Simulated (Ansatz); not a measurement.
# C3H6OSe: one species, many methods

One table from this session's results is given with a row withheld; the runs are named, their logs left out.

Program: Ansatz 0.2.0, Gaussian basis. Level of theory: functionals in def2-TZVPP, the program's frozen cores in correlated methods. These are calculated values, not measurements.

Plan: PBE-D4, r2SCAN-D4, PBE0-D4, B3LYP-D4, ωB97X-V, ωB97M-V, B2PLYP; CCSD(T)/def2-TZVPP; MP2/def2-QZVPP; extrapolation to the limit.

## Structure used throughout

An earlier PBE0-D4 in a triple-zeta def2 set relaxation fixed the geometry.

SMILES `OC1CC[Se]1`, 11 atoms, charge 0, spin multiplicity 1.

Atoms are counted from 1 here; the program's logs count them from 0.

Bond lengths: O1–C2 1.389 Å, O1–H6 0.961 Å, C2–C3 1.525 Å, C2–Se5 2.004 Å, C2–H7 1.093 Å, C3–C4 1.528 Å, C3–H8 1.093 Å, C3–H9 1.091 Å, C4–Se5 1.975 Å, C4–H10 1.088 Å, C4–H11 1.088 Å. Angles: C2–O1–H6 109.2°, O1–C2–C3 109.8°, O1–C2–Se5 114.9°, O1–C2–H7 112.1°, C3–C2–Se5 90.5°, C3–C2–H7 116.3°, Se5–C2–H7 111.7°, C2–C3–C4 100.0°, C2–C3–H8 112.4°, C2–C3–H9 109.7°, C4–C3–H8 115.3°, C4–C3–H9 110.5°, H8–C3–H9 108.7°, C3–C4–Se5 91.6°, C3–C4–H10 116.1°, C3–C4–H11 113.9°, Se5–C4–H10 113.6°, Se5–C4–H11 110.2° and more.

Coordinates:

```
atom    x (Å)    y (Å)    z (Å)
  O1  -1.5835   0.8636   0.4394
  C2  -0.1956   0.8736   0.3859
  C3   0.3390  -0.5430   0.5684
  C4   0.5348  -0.9437  -0.8933
 Se5   0.5754   0.9467  -1.4621
  H6  -1.9170   1.7255   0.1748
  H7   0.2350   1.6407   1.0338
  H8  -0.3461  -1.1756   1.1394
  H9   1.2984  -0.5094   1.0871
 H10   1.4491  -1.4864  -1.1223
 H11  -0.3241  -1.4491  -1.3304
```

The first run:

The input, in.yaml:

```yaml
crystal:
  periodic: [false, false, false]
  atoms:
    - {symbol: O, position_ang: [-1.583479, 0.863649, 0.439395]}
    - {symbol: C, position_ang: [-0.195602, 0.873599, 0.385909]}
    - {symbol: C, position_ang: [0.338968, -0.542967, 0.568422]}
    - {symbol: C, position_ang: [0.534773, -0.943691, -0.893324]}
    - {symbol: Se, position_ang: [0.575366, 0.946710, -1.462083]}
    - {symbol: H, position_ang: [-1.916954, 1.725475, 0.174780]}
    - {symbol: H, position_ang: [0.234965, 1.640726, 1.033822]}
    - {symbol: H, position_ang: [-0.346051, -1.175592, 1.139384]}
    - {symbol: H, position_ang: [1.298367, -0.509367, 1.087127]}
    - {symbol: H, position_ang: [1.449105, -1.486409, -1.122258]}
    - {symbol: H, position_ang: [-0.324059, -1.449136, -1.330372]}
basis:
  gaussian: {orbitals: def2-TZVPP}
hamiltonian: {xc: pbe, dispersion: d4}
output: {forces: true, orbitals: {seedname: orbitals}}
```

The run is started by

```sh
$ ansatz run in.yaml --threads 4 --pin off --events-out ev --progress --plain --max-ram 10444MiB
```

Steps of the session up to this table: PBE-D4 (GGA); r2SCAN-D4 (meta-GGA); PBE0-D4 (hybrid); B3LYP-D4 (hybrid); ωB97X-V (range-separated); ωB97M-V (range-separated); B2PLYP (double hybrid); CCSD(T) in def2-TZVPP; MP2 in def2-QZVPP.

One of the session's tables, all rows but one given; the rest of the session is left out.

| method | atomisation energy (kJ/mol) |
| --- | --- |
| PBE-D4 | 4335.5 |
| r2SCAN-D4 | 4223.0 |
| PBE0-D4 | 4242.6 |
| B3LYP-D4 | ? |
| ωB97X-V | 4214.3 |
| ωB97M-V | 4210.6 |
| B2PLYP | 4154.9 |
| HF/def2-TZVPP | 2957.7 |
| MP2/def2-TZVPP | 4189.3 |
| CCSD/def2-TZVPP | 4027.7 |
| CCSD(T)/def2-TZVPP | 4103.8 |
| MP2/CBS | 4300.4 |
| CCSD(T)/CBS | 4214.9 |

**Question.** Estimate the row for B3LYP-D4.

**Answer.** atomisation energy (kJ/mol): 4194.8. In the column «atomisation energy (kJ/mol)» it lies between MP2/def2-TZVPP (4189.3) and ωB97M-V (4210.6).

Limits of these values: Free atoms (1 O, 3 C, 1 Se, 6 H) were run apart at each level; the atomisation energy is their sum less the molecule, without zero-point or spin-orbit terms.
